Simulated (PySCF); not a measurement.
# CeH6N (Ce(H)3(NH3)+): the cost of one run

Computed with PySCF 2.14.0. Level: PBE0, Ce def2-SVP with ECP28, H def2-SVP, N def2-SVP; scalar-relativistic core potentials, no spin–orbit coupling.

1 further run of the same task is left out (for a known fault of the program).

### Step 1. The starting structure

8 atoms, charge 1, spin multiplicity 1.

Bond lengths: Ce1–H2 1.920 Å, Ce1–H3 1.920 Å, Ce1–H4 1.920 Å, Ce1–N5 2.547 Å, N5–H6 1.027 Å, N5–H7 1.027 Å, N5–H8 1.027 Å. Angles: H2–Ce1–H3 114.1°, H2–Ce1–H4 114.1°, H2–Ce1–N5 104.4°, H3–Ce1–H4 114.1°, H3–Ce1–N5 104.4°, H4–Ce1–N5 104.4°, Ce1–N5–H6 113.9°, Ce1–N5–H7 113.9°, Ce1–N5–H8 113.9°, H6–N5–H7 104.7°, H6–N5–H8 104.7°, H7–N5–H8 104.7°.

Coordinates:

```xyz
8
charge 1, multiplicity 1
Ce    0.2270   -0.2270    0.2270
H     1.2616    1.0169    1.2616
H    -1.0169   -1.2616    1.2616
H     1.2616   -1.2616   -1.0169
N    -1.2436    1.2436   -1.2436
H    -1.8673    1.8673   -0.7177
H    -0.7177    1.8673   -1.8673
H    -1.8673    0.7177   -1.8673
```

Formal oxidation states: Ce +4. An earlier session relaxed this geometry at PBE0, Ce def2-SVP with ECP28, H def2-SVP, N def2-SVP (singlet, point group C3v).

Its energy there is -532.915704 Eh.

### Step 2. One electron removed, multiplicity 2

Contents of run.py (the lines that set the calculation):

```python
mol = gto.M(atom='''
Ce     0.22700    -0.22700     0.22700
H      1.26165     1.01685     1.26165
H     -1.01685    -1.26165     1.26165
H      1.26165    -1.26165    -1.01685
N     -1.24362     1.24362    -1.24362
H     -1.86729     1.86729    -0.71767
H     -0.71767     1.86729    -1.86729
H     -1.86729     0.71767    -1.86729''',
    basis={'Ce': 'def2-SVP', 'H': 'def2-SVP', 'N': 'def2-SVP'},
    ecp={'Ce': 'def2-SVP'},
    charge=2, spin=1)
mf = dft.UKS(mol, xc='PBE0')
mf.grids.atom_grid = (50, 194)  # f atoms: unpruned, at least (60, 302)
mf = mf.density_fit()  # fitting sets: Ce def2-universal-JKFIT, H def2-universal-JKFIT, N def2-universal-JKFIT
mf.conv_tol = 1e-08; mf.max_cycle = 55
mf.kernel(dm0)  # dm0: the density of the relaxed state
```

Command:

```
$ OMP_NUM_THREADS=2 python run.py
```

**Question.** How long does this run take on 2 threads of AMD EPYC 7R43 (Zen 3), shared host?

About 12 s.
